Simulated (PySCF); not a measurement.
# TaN2: relaxation and vibrations of the doublet

The task is one start of a wider search on TaN2: the doublet, from a side-on start. It is relaxed, tested by its Hessian and followed downhill if it is a saddle.

Computed with PySCF 2.14.0. Level: PBE0, basis Ta def2-TZVP with ECP60, N def2-TZVP, scalar-relativistic core potentials, no spin–orbit coupling, density fitting.

**1. The starting structure**

3 atoms, charge 0, spin multiplicity 2.

Bond lengths: Ta1–N2 2.213 Å, Ta1–N3 2.213 Å, N2–N3 1.200 Å. Angles: N2–Ta1–N3 31.5°, Ta1–N2–N3 74.3°, Ta1–N3–N2 74.3°.

Coordinates in bohr (charge 0 multiplicity 2):
```
Ta    0.0000    0.0000    0.0000
N     1.1338    0.0000    4.0261
N    -1.1338    0.0000    4.0261
```

**2. Finding the electronic state**

The steps below are one call of a driver around PySCF. For each, scf.py gives the equivalent set-up of the SCF; relaxations use the driver's own optimiser. After this first run the driver tries any further starts and a stability analysis.

scf.py

```python
from pyscf import gto, scf, dft
mol = gto.M(atom='''
Ta     0.000000     0.000000     0.000000
N      0.600000     0.000000     2.130530
N     -0.600000     0.000000     2.130530''',
    basis={'Ta': 'def2-TZVP', 'N': 'def2-TZVP'},
    ecp={'Ta': 'def2-TZVP'},
    charge=0, spin=1)
mf = dft.UKS(mol, xc='PBE0')
mf.grids.atom_grid = (50, 194)
aux = {'Ta': 'def2-universal-JKFIT', 'N': 'def2-universal-JKFIT'}
mf = mf.density_fit(auxbasis=aux)
mf.conv_tol = 1e-08
mf.diis_space = 10
mf.max_cycle = 60
mf.init_guess = 'minao'
mf.verbose = 4
mf.kernel()
```

Command:

```sh
> OMP_NUM_THREADS=4 python axn.py task.json out
```

Further steps of the session: Side-on start, doublet: relaxation; Is it a minimum? Harmonic modes.

What does the calculation give? Wanted: minimum; geometry; wavenumbers; dipole moment; highest occupied, lowest empty level; polar-tensor charge of Ta1; zero-point energy; atomisation energy; ⟨S²⟩.

The runs gave:

```
                                          quantity                                                            value
                                           minimum                                                     doublet, C2v
                                          geometry  N–N 1.232 Å, Ta–N 1.964 Å (×2); N–N–Ta 71.7° (×2), N–Ta–N 36.5°
                                wavenumbers (cm⁻¹)                                    485 (a1), 711 (b2), 1555 (a1)
                                     dipole moment                                                           2.60 D
highest occupied, lowest empty level (either spin)                                                  -5.41, -2.96 eV
                        polar-tensor charge of Ta1                                                          +0.23 e
                                 zero-point energy                                                      16.5 kJ/mol
                               entropy at 298.15 K                                                  275.4 J/(mol K)
         atomisation energy (no zero-point energy)                                                       997 kJ/mol
                                              ⟨S²⟩                                                            1.005
```

**Reading.** The molecule stays C2v, as typed, and the end point is a minimum. The strongest infrared band lies at 1555 cm⁻¹ (a1). Most of the spin sits on Ta1 (Mulliken spin 0.90, against 1 for the whole molecule). The first SCF alone would have been 1 kJ/mol too high. Other starts or spin states, not run here, may lie lower. The determinant is spin-contaminated (⟨S²⟩ = 1.01, pure value 0.75). One determinant may miss the lowest occupation of an open d or f shell. Spin–orbit coupling, left out here, can matter for elements this heavy.
